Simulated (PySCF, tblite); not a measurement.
# 2,2-dimethylbutanenitrile (C₆H₁₁N): a rotation path, then NMR shifts on frames, part 2 of 2

tblite 0.8.0 and PySCF 2.14.0. Atoms count from 0. Earlier steps stand in the parts before.

### 5 Shielding tensors: image 4, PBE0/pcSseg-1

Job settings and geometry (Å):

```
{"job": {"kind": "nmr", "xc": "PBE0", "basis": "pcSseg-1", "pop": false}, "charge": 0, "multiplicity": 1}
C      1.946200     0.772300     0.425400
C      1.053800    -0.380400    -0.024800
C     -0.460100    -0.039100    -0.068100
C     -1.237900    -0.904400     0.934400
C     -1.029200    -0.240200    -1.480600
C     -0.684300     1.345500     0.301900
N     -0.893000     2.430300     0.596900
H      1.892300     1.602500    -0.275600
H      1.648900     1.137100     1.406200
H      2.979800     0.438000     0.483500
H      1.371900    -0.701500    -1.018500
H      1.200400    -1.223400     0.653600
H     -0.878300    -0.729300     1.946400
H     -2.299600    -0.666900     0.901500
H     -1.109100    -1.957500     0.691800
H     -0.570700     0.453400    -2.182600
H     -2.104700    -0.072100    -1.489400
H     -0.835200    -1.258000    -1.813600
```

Level: GIAO PBE0/pcSseg-1 NMR shielding, non-relativistic, gas phase.

What it wrote:

```text
coarse grid: 14400 points
cycle   1  E = -289.4997491176  dE =  6.570e-01  |g| = 5.095e-01  |ddm| = 3.617e+00
cycle   2  E = -289.3993010817  dE =  1.004e-01  |g| = 8.692e-01  |ddm| = 1.135e+00
cycle   3  E = -289.5567358574  dE = -1.574e-01  |g| = 1.967e-01  |ddm| = 7.452e-01
cycle   4  E = -289.5654589777  dE = -8.723e-03  |g| = 3.455e-02  |ddm| = 1.625e-01
cycle   5  E = -289.5657207128  dE = -2.617e-04  |g| = 7.464e-03  |ddm| = 3.841e-02
cycle   6  E = -289.5657342757  dE = -1.356e-05  |g| = 1.383e-03  |ddm| = 8.827e-03
cycle   7  E = -289.5657346904  dE = -4.147e-07  |g| = 4.163e-04  |ddm| = 1.685e-03
final grid: 137336 points
cycle   8  E = -289.6085467243  dE = -5.455e-05  |g| = 8.429e-03  |ddm| = 3.995e-02
cycle   9  E = -289.6085432943  dE =  3.430e-06  |g| = 9.225e-03  |ddm| = 1.529e-02
cycle  10  E = -289.6085648557  dE = -2.156e-05  |g| = 1.262e-03  |ddm| = 8.026e-03
cycle  11  E = -289.6085651464  dE = -2.907e-07  |g| = 5.283e-04  |ddm| = 1.311e-03
cycle  12  E = -289.6085652018  dE = -5.541e-08  |g| = 1.157e-04  |ddm| = 3.853e-04
cycle  13  E = -289.6085652048  dE = -3.023e-09  |g| = 2.308e-05  |ddm| = 1.206e-04
cycle  14  E = -289.6085652049  dE = -1.098e-10  |g| = 6.420e-06  |ddm| = 2.110e-05
converged SCF energy = -289.6085652049

GIAO shielding tensors (ppm)
atom      isotropic    diamagn.    paramagn.     s11        s22        s33       span
  0 C      170.966     247.060     -76.094    156.747    173.895    182.256     25.510
  1 C      151.630     247.338     -95.708    133.673    142.215    179.000     45.327
  2 C      156.497     246.928     -90.430    137.848    163.696    167.948     30.099
  3 C      154.138     246.082     -91.944    131.001    148.736    182.677     51.675
  4 C      154.676     245.816     -91.140    132.146    148.604    183.279     51.133
  5 C       57.519     262.802    -205.283    -63.136    -59.926    295.618    358.754
  6 N      -31.105     342.004    -373.109   -194.044   -178.862    279.591    473.636
  7 H       30.277      30.464      -0.187     26.123     28.873     35.835      9.712
  8 H       30.274      30.628      -0.354     26.014     29.267     35.541      9.527
  9 H       30.607      28.242       2.366     25.688     27.545     38.589     12.901
 10 H       30.305      32.148      -1.843     25.252     30.597     35.067      9.815
 11 H       30.322      32.204      -1.882     25.271     30.636     35.059      9.788
 12 H       30.122      30.384      -0.262     26.177     28.366     35.824      9.647
 13 H       30.345      30.037       0.308     26.424     28.027     36.585     10.161
 14 H       30.612      30.663      -0.051     27.097     28.174     36.564      9.467
 15 H       30.093      30.241      -0.148     26.163     28.217     35.899      9.736
 16 H       30.349      29.946       0.403     26.387     28.059     36.600     10.213
 17 H       30.628      30.601       0.026     27.039     28.259     36.586      9.548
```

Run time: 19 s. Hardware: 1 thread, shared host.

This run: δ C5 129.4, C1 35.3, C3 32.8, C4 32.2, H15 1.62, H12 1.59 ppm.

### 6 NMR shieldings: image 6, PBE0/pcSseg-1

Job settings and geometry (Å):

```
{"job": {"kind": "nmr", "xc": "PBE0", "basis": "pcSseg-1", "pop": false}, "charge": 0, "multiplicity": 1}
C      1.897900     0.638700     0.670900
C      1.064300    -0.284700    -0.211700
C     -0.453700     0.005400    -0.159800
C     -1.116100    -0.758200     0.994800
C     -1.116000    -0.379300    -1.490600
C     -0.683600     1.420400     0.057600
N     -0.887800     2.531400     0.233700
H      1.836800     1.664600     0.314300
H      1.553900     0.617100     1.702400
H      2.941000     0.331400     0.651200
H      1.409900    -0.186600    -1.242900
H      1.221100    -1.322100     0.093100
H     -0.676000    -0.474900     1.948100
H     -2.182100    -0.542100     1.031600
H     -0.983000    -1.828900     0.851700
H     -0.737700     0.241900    -2.300300
H     -2.194900    -0.246200    -1.436600
H     -0.902700    -1.421500    -1.719100
```

With the program's defaults for keys left out, this is: GIAO PBE0/pcSseg-1 NMR shielding, non-relativistic, gas phase.

What it wrote:

```text
coarse grid: 14400 points
cycle   1  E = -289.5035135481  dE =  6.598e-01  |g| = 5.090e-01  |ddm| = 3.605e+00
cycle   2  E = -289.4045244089  dE =  9.899e-02  |g| = 8.650e-01  |ddm| = 1.114e+00
cycle   3  E = -289.5603976167  dE = -1.559e-01  |g| = 1.968e-01  |ddm| = 7.307e-01
cycle   4  E = -289.5691173021  dE = -8.720e-03  |g| = 3.476e-02  |ddm| = 1.628e-01
cycle   5  E = -289.5693809962  dE = -2.637e-04  |g| = 7.882e-03  |ddm| = 3.891e-02
cycle   6  E = -289.5693960854  dE = -1.509e-05  |g| = 1.436e-03  |ddm| = 9.160e-03
cycle   7  E = -289.5693965269  dE = -4.414e-07  |g| = 4.462e-04  |ddm| = 1.654e-03
final grid: 137336 points
cycle   8  E = -289.6127772324  dE = -5.460e-05  |g| = 8.638e-03  |ddm| = 4.217e-02
cycle   9  E = -289.6127732239  dE =  4.009e-06  |g| = 9.539e-03  |ddm| = 1.554e-02
cycle  10  E = -289.6127961206  dE = -2.290e-05  |g| = 1.509e-03  |ddm| = 8.307e-03
cycle  11  E = -289.6127965582  dE = -4.375e-07  |g| = 5.171e-04  |ddm| = 1.452e-03
cycle  12  E = -289.6127966114  dE = -5.321e-08  |g| = 1.144e-04  |ddm| = 3.896e-04
cycle  13  E = -289.6127966144  dE = -2.979e-09  |g| = 2.366e-05  |ddm| = 1.217e-04
cycle  14  E = -289.6127966145  dE = -1.154e-10  |g| = 6.407e-06  |ddm| = 2.151e-05
converged SCF energy = -289.6127966145

GIAO shielding tensors (ppm)
atom      isotropic    diamagn.    paramagn.     s11        s22        s33       span
  0 C      172.738     247.338     -74.600    159.863    174.273    184.078     24.214
  1 C      150.563     247.512     -96.949    136.381    141.167    174.141     37.760
  2 C      156.016     246.649     -90.634    140.324    161.636    166.087     25.763
  3 C      157.555     246.556     -89.001    134.619    151.957    186.090     51.470
  4 C      154.977     245.752     -90.775    133.832    146.661    184.438     50.606
  5 C       57.950     263.040    -205.089    -63.083    -59.410    296.345    359.428
  6 N      -31.810     341.900    -373.710   -195.429   -179.635    279.635    475.064
  7 H       30.074      30.509      -0.435     25.459     29.235     35.529     10.070
  8 H       30.605      30.718      -0.113     26.038     29.631     36.146     10.108
  9 H       30.588      28.375       2.212     25.720     27.542     38.501     12.781
 10 H       30.225      32.045      -1.821     24.827     30.572     35.275     10.448
 11 H       30.440      32.335      -1.895     26.251     29.814     35.255      9.004
 12 H       29.965      30.612      -0.647     25.588     28.855     35.451      9.862
 13 H       30.308      30.195       0.113     26.419     28.038     36.468     10.050
 14 H       30.854      30.865      -0.011     27.175     28.215     37.173      9.998
 15 H       30.224      30.095       0.130     26.331     28.118     36.224      9.894
 16 H       30.257      29.797       0.460     26.275     27.975     36.521     10.245
 17 H       30.578      30.355       0.222     26.940     28.196     36.597      9.657
```

Wall time 16 s (1 thread, shared host).

Key values: δ C5 129.0, C1 36.4, C4 31.9, C2 30.9, H12 1.75, H7 1.64 ppm.

### 7 Nuclear shieldings: image 8, PBE0/pcSseg-1

Job settings and geometry (Å):

```
{"job": {"kind": "nmr", "xc": "PBE0", "basis": "pcSseg-1", "pop": false}, "charge": 0, "multiplicity": 1}
C      1.864700     0.434900     0.827800
C      1.067200    -0.150200    -0.332800
C     -0.455900     0.063700    -0.216800
C     -1.033400    -0.597000     1.041200
C     -1.153300    -0.492200    -1.467200
C     -0.723600     1.487100    -0.153100
N     -0.939000     2.609200    -0.109600
H      1.628900     1.488700     0.960800
H      1.654100    -0.088500     1.757000
H      2.929700     0.345200     0.626200
H      1.408100     0.310700    -1.263600
H      1.257000    -1.224100    -0.404000
H     -0.648000    -0.127000     1.942400
H     -2.117800    -0.506400     1.048800
H     -0.772500    -1.653100     1.055700
H     -0.775800    -0.008000    -2.365900
H     -2.227300    -0.324200    -1.413300
H     -0.972000    -1.562300    -1.545300
```

With the program's defaults for keys left out, this is: GIAO PBE0/pcSseg-1 NMR shielding, non-relativistic, gas phase.

What it wrote:

```text
coarse grid: 14400 points
cycle   1  E = -289.5071813573  dE =  6.592e-01  |g| = 5.098e-01  |ddm| = 3.596e+00
cycle   2  E = -289.4073061051  dE =  9.988e-02  |g| = 8.679e-01  |ddm| = 1.104e+00
cycle   3  E = -289.5643242630  dE = -1.570e-01  |g| = 1.954e-01  |ddm| = 7.246e-01
cycle   4  E = -289.5729169110  dE = -8.593e-03  |g| = 3.526e-02  |ddm| = 1.619e-01
cycle   5  E = -289.5731867161  dE = -2.698e-04  |g| = 8.521e-03  |ddm| = 3.998e-02
cycle   6  E = -289.5732043532  dE = -1.764e-05  |g| = 1.442e-03  |ddm| = 9.874e-03
cycle   7  E = -289.5732047906  dE = -4.374e-07  |g| = 4.702e-04  |ddm| = 1.604e-03
final grid: 137336 points
cycle   8  E = -289.6158423140  dE = -5.400e-05  |g| = 8.540e-03  |ddm| = 3.895e-02
cycle   9  E = -289.6158386111  dE =  3.703e-06  |g| = 9.370e-03  |ddm| = 1.528e-02
cycle  10  E = -289.6158608330  dE = -2.222e-05  |g| = 1.178e-03  |ddm| = 8.156e-03
cycle  11  E = -289.6158610728  dE = -2.398e-07  |g| = 5.670e-04  |ddm| = 1.293e-03
cycle  12  E = -289.6158611368  dE = -6.395e-08  |g| = 1.234e-04  |ddm| = 4.063e-04
cycle  13  E = -289.6158611402  dE = -3.399e-09  |g| = 2.345e-05  |ddm| = 1.186e-04
cycle  14  E = -289.6158611403  dE = -1.155e-10  |g| = 6.318e-06  |ddm| = 2.272e-05
converged SCF energy = -289.6158611403

GIAO shielding tensors (ppm)
atom      isotropic    diamagn.    paramagn.     s11        s22        s33       span
  0 C      174.571     247.223     -72.652    164.768    172.069    186.876     22.108
  1 C      148.650     247.391     -98.741    135.732    139.877    170.340     34.609
  2 C      155.702     246.490     -90.788    144.365    158.820    163.921     19.556
  3 C      160.441     246.958     -86.517    142.796    152.784    185.743     42.947
  4 C      155.140     245.560     -90.420    136.658    142.523    186.237     49.579
  5 C       57.323     262.787    -205.464    -64.070    -60.810    296.849    360.919
  6 N      -28.636     341.701    -370.337   -192.623   -178.347    285.063    477.686
  7 H       30.227      30.527      -0.299     25.449     29.721     35.512     10.063
  8 H       30.629      30.538       0.091     25.738     29.806     36.344     10.607
  9 H       30.549      28.428       2.121     25.701     27.561     38.384     12.682
 10 H       30.012      31.980      -1.969     25.051     29.901     35.082     10.031
 11 H       30.465      32.251      -1.786     25.963     29.976     35.456      9.492
 12 H       29.982      30.937      -0.956     25.471     29.213     35.261      9.790
 13 H       30.340      30.376      -0.035     26.474     28.236     36.311      9.837
 14 H       31.007      31.090      -0.083     27.360     28.143     37.519     10.159
 15 H       30.203      29.888       0.314     26.347     27.984     36.277      9.930
 16 H       30.159      29.680       0.479     26.286     27.811     36.379     10.093
 17 H       30.636      30.281       0.356     26.933     28.253     36.723      9.790
```

Run time: 16 s. Hardware: 1 thread, shared host.

This run: δ C5 129.6, C1 38.3, C4 31.8, C2 31.2, H12 1.74, H10 1.71 ppm.

### 8 Run by run: NMR shifts

Shifts (ppm) of some atoms, chosen among heavy atoms and hydrogens apart, with basis size and wall time:

| frame | C1 | C3 | C4 | C0 | H8 | H7 | N6 | functions | time |
| --- | --- | --- | --- | --- | --- | --- | --- | --- | --- |
| image 0 | 38.2 | 31.7 | 26.6 | 12.4 | 1.53 | 1.09 | 296.9 | 174 | 17 s |
| image 2 | 36.7 | 33.0 | 29.7 | 14.6 | 1.69 | 1.15 | 300.1 | 174 | 16 s |
| image 4 | 35.3 | 32.8 | 32.2 | 16.0 | 1.44 | 1.44 | 298.8 | 174 | 19 s |
| image 6 | 36.4 | 29.4 | 31.9 | 14.2 | 1.11 | 1.64 | 299.5 | 174 | 16 s |
| image 8 | 38.3 | 26.5 | 31.8 | 12.4 | 1.09 | 1.49 | 296.4 | 174 | 16 s |

### 9 What came out

The summary covers parts 1 to 2.

| quantity | value |
| --- | --- |
| barrier | 0.115 eV (2.6 kcal/mol) at image 4 |
| end to end (GFN2-xTB) | 0.000 eV |
| 13C shifts against TMS (PBE0/pcSseg-1, image 0) | 129.5, 38.2, 31.7, 31.2, 26.6, 12.4 ppm |
| 1H shifts against TMS (PBE0/pcSseg-1, image 0) | 1.76, 1.68, 1.55, 1.53, 1.50, 1.39, 1.25, 1.17, 1.09, 1.08, 0.70 ppm |
| 15N shifts against NH3 (PBE0/pcSseg-1, image 0) | 296.9 ppm |
| range of the shift of C3 | 26.5 to 33.0 ppm |

In words: Along the band the dihedral turns by 116°, and the top (dihedral 2°) lies 2.6 kcal/mol above the start (GFN2-xTB, rough), so at room temperature this motion is fast. The top was not checked by a frequency run. Shifts at one fixed geometry are not the observed spectrum, which averages over the motion. In the first frame run (image 0): The largest span, 477 ppm, is at N6, where the paramagnetic term is -371 ppm. Across the 5 runs the shift of C3 moves most, between 26.5 (image 8) and 33.0 ppm (image 2).
